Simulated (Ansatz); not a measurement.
# CH3ClSi: the cost of one run

Method: PBE0-D4/def2-TZVP structures, single points in def2-TZVPP, no counterpoise correction; program: Ansatz 0.2.0, Gaussian basis.

Levels: SPW92, PBE-D4, BLYP-D4, r2SCAN-D4, B97M-V, PBE0-D4, B3LYP-D4, r2SCAN0-D4, BHLYP-D4, CAM-B3LYP-D4, wB97X-V, wB97M-V, B2PLYP, PBE-QIDH, RPA on PBE, Hartree-Fock, MP2, CCSD, CCSD(T).

Correlated methods freeze the cores. Filled d shells of the heavier atoms are correlated. B3LYP uses VWN-RPA correlation. B2PLYP carries no dispersion term here.

58 further runs of the same task are left out: 2 that didn't finish, 56 set aside as unsound or not needed. Runs told in other sessions of the task aren't counted.

### Step 1. The starting structure

The complex: 8 atoms, charge 0, spin multiplicity 1.

Atoms are counted from 1 here; the program's logs count them from 0.

Bond lengths: Si1–C3 1.695 Å, Si1–H5 1.471 Å, Si1–Cl6 2.019 Å, Br2–H4 1.461 Å, C3–H7 1.085 Å, C3–H8 1.083 Å. Angles: C3–Si1–H5 125.0°, C3–Si1–Cl6 123.5°, H5–Si1–Cl6 111.3°, Si1–C3–H7 119.3°, Si1–C3–H8 123.5°, H7–C3–H8 116.7°.

As a file:

```mol
CH4BrClSi
  3D, bonds by distance, orders not assigned

  8  6  0  0  0  0  0  0  0  0999 V2000
   -0.7819    0.4851    0.8300 Si  0  0
    0.2512   -1.7202   -2.4532 Br  0  0
    0.8085    0.4703    0.2431 C   0  0
    0.3561   -0.8148   -1.3110 H   0  0
   -1.8399    1.4021    0.3774 H   0  0
   -1.4999   -0.8751    2.1378 Cl  0  0
    1.1321    1.2551   -0.4327 H   0  0
    1.5740   -0.2027    0.6088 H   0  0
  1  3  8  0
  1  5  8  0
  1  6  8  0
  2  4  8  0
  3  7  8  0
  3  8  8  0
M  END
```

Its parts: CH₃ClSi holds atoms 1, 3, 5, 6, 7, 8; HBr holds atoms 2, 4. Each part counts its atoms afresh in its own runs.

### Step 2. Relaxing CH₃ClSi alone

Contents of relax-a/in.yaml:

```yaml
crystal:
  periodic: [false, false, false]
  atoms:
    - {symbol: Si, position_ang: [-0.781942, 0.485144, 0.829958]}
    - {symbol: C, position_ang: [0.808494, 0.470340, 0.243086]}
    - {symbol: H, position_ang: [-1.839916, 1.402139, 0.377414]}
    - {symbol: Cl, position_ang: [-1.499871, -0.875109, 2.137754]}
    - {symbol: H, position_ang: [1.132063, 1.255135, -0.432711]}
    - {symbol: H, position_ang: [1.573976, -0.202679, 0.608803]}
basis:
  gaussian: {orbitals: def2-TZVP}
hamiltonian: {xc: pbe0, dispersion: d4}
relax: {f_tol: 0.005, max_steps: 200}
```

Launch:

```console
$ ansatz run in.yaml --threads 4 --pin off --events-out ev --progress --plain --max-ram 9574MiB
```

**Question.** How long does this run take on 4 threads of Intel Xeon at 2.50GHz, shared host?

About 18 s.
